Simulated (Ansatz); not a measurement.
# Ba in Ansatz: single point with r2SCAN+rVV10

Aim: the single point of Ba with r2SCAN+rVV10.

Program: Ansatz 0.2.0. These are calculated values, not measurements. Logs are shortened: lines on timing, memory, paths and dates and some standing lists are left out, and cuts for length are marked.

## Step 1: The cell of the first run

The cell holds a slab with vacuum, 5 atoms: a = 3.910 Å, b = 9.262 Å, c = 23.985 Å, α = 90.00°, β = 90.00°, γ = 90.00°.

## Step 2: Single point, r2SCAN+rVV10 (the (0 1 1) slab of Ba, cut from the database cell, not relaxed)

Contents of run.py:

```python
import json

import ase.io
import numpy as np
from ase.calculators.calculator import CalculationFailed, Calculator

import ansatz as az

class AnsatzCalculator(Calculator):
    implemented_properties = ["energy", "free_energy", "forces", "magmom"]

    def calculate(self, atoms, properties, system_changes):
        super().calculate(atoms, properties, system_changes)
        structure = atoms.copy()
        structure.set_constraint()
        structure.set_momenta(None)
        structure.set_masses(None)
        outcome = (
            az.Crystal.from_ase(structure)
            .calculation()
            .basis(xc_grid=3)
            .kpoints(6, 3, 1)
            .functional("r2scan", dispersion="rvv10")
            .pseudopotentials(kind="paw", source="jth")
            .scf(tolerance=2e-10)
            .occupations(method="fermi_dirac", width=0.025)
            .forces()
            .run(threads=2)
        )
        if not outcome.report["converged"]:
            raise CalculationFailed("SCF not converged")
        report = outcome.report
        self.results = {
            "free_energy": report["lagrangian_ev"],
            "energy": report["lagrangian_ev"],
            "forces": np.array(report["forces_ev_ang"]),
            "magmom": report["magnetization_mub"],
        }

np.set_printoptions(precision=5, suppress=True, linewidth=110)
atoms = ase.io.read("Ba.cif")
atoms.info.pop("occupancy", None)
atoms.calc = AnsatzCalculator()
print(f"free energy {atoms.get_potential_energy():.6f} eV")
print("forces (eV/A)", atoms.get_forces(), sep="\n")
print(f"moment {atoms.get_magnetic_moment():.4f} muB")
```

Contents of Ba.cif:

```cif
data_Ba
_cell_length_a 3.91000000
_cell_length_b 9.26174929
_cell_length_c 23.98534363
_cell_angle_alpha 90.00000000
_cell_angle_beta 90.00000000
_cell_angle_gamma 90.00000000
_space_group_name_H-M_alt 'P1'
_space_group_name_Hall 'P 1'
_space_group_IT_number 1
loop_
_space_group_symop_operation_xyz
'x,y,z'
loop_
_atom_site_label
_atom_site_type_symbol
_atom_site_symmetry_multiplicity
_atom_site_Wyckoff_symbol
_atom_site_fract_x
_atom_site_fract_y
_atom_site_fract_z
_atom_site_occupancy
Ba1 Ba 1 a 0.5000000000 0.6893798088 0.3126909548 1
Ba2 Ba 1 a 0.0000000000 0.3787596176 0.4063454774 1
Ba3 Ba 1 a 0.5000000000 0.0681394264 0.5000000000 1
Ba4 Ba 1 a 0.0000000000 0.7575192353 0.5936545226 1
Ba5 Ba 1 a 0.5000000000 0.4468990441 0.6873090452 1
```

Potentials or basis: JTH PAW.

The run is started by

```sh
python run.py
```

The log of the run:

```text
DeckWarning: basis.ecutwfc = 660 eV, auto-derived from the records' recommended cutoffs: set by Ba (normal level)
DeckWarning: pseudopotentials/Ba.paw.azcp: the checks of this Ba dataset prove no rule for summing its radial tables, as where they were carried onto another mesh than they were made on, and Gregory's rule is taken, under which a leading mesh point left out moves its sums only by what lay on the interval it spanned. That does not make them correct, and they differ from Quantum ESPRESSO's on this file; a re-export a fr [...]
PlacementWarning: RAYON_NUM_THREADS=2 ignored (pool sized by the plan → 2); use plan(threads=…)
free energy -29731.784862 eV
forces (eV/A)
[[ 0.       0.41503  0.07968]
 [ 0.       0.02436  0.11942]
 [ 0.       0.       0.     ]
 [ 0.      -0.02436 -0.11942]
 [ 0.      -0.41503 -0.07968]]
moment 0.0000 muB
```

engine_input.yaml:

```text
crystal:
  lattice:
    - [3.91, 0.0, 0.0]
    - [0.0, 9.26174929, 0.0]
    - [0.0, 0.0, 23.98534363]
  atoms:
    - { symbol: Ba, position: [0.5, 0.6893798088, 0.3126909548] }
    - { symbol: Ba, position: [0.0, 0.3787596176, 0.4063454774] }
    - { symbol: Ba, position: [0.5, 0.0681394264, 0.5] }
    - { symbol: Ba, position: [0.0, 0.7575192353, 0.5936545226] }
    - { symbol: Ba, position: [0.5, 0.4468990441, 0.6873090451999999] }
basis:
  xc_grid: 3
kpoints:
  mp_grid:
    grid: [6, 3, 1]
hamiltonian:
  xc: r2scan
  dispersion: rvv10
  pseudopotentials:
    kind: paw
    source: jth
scf:
  convergence:
    dr2_threshold: 2.0e-10
  occupations:
    method: fermi_dirac
    width: 0.025
output:
  forces: true
```

Run time: 99 s. Hardware: 2 threads of Arm Neoverse V2, shared host; peak memory 3.1 GiB.

What came out:

```yaml
Free_energy: -29731.7849 eV
Largest_force: 0.423 eV/Å
```

Forces on the atoms (eV/Å):
```
Ba   0.000  0.415  0.080
Ba   0.000  0.024  0.119
Ba   0.000  0.000  0.000
Ba   0.000 -0.024 -0.119
Ba   0.000 -0.415 -0.080
```

 The run has no spin-orbit coupling, so splittings on Ba are missing.
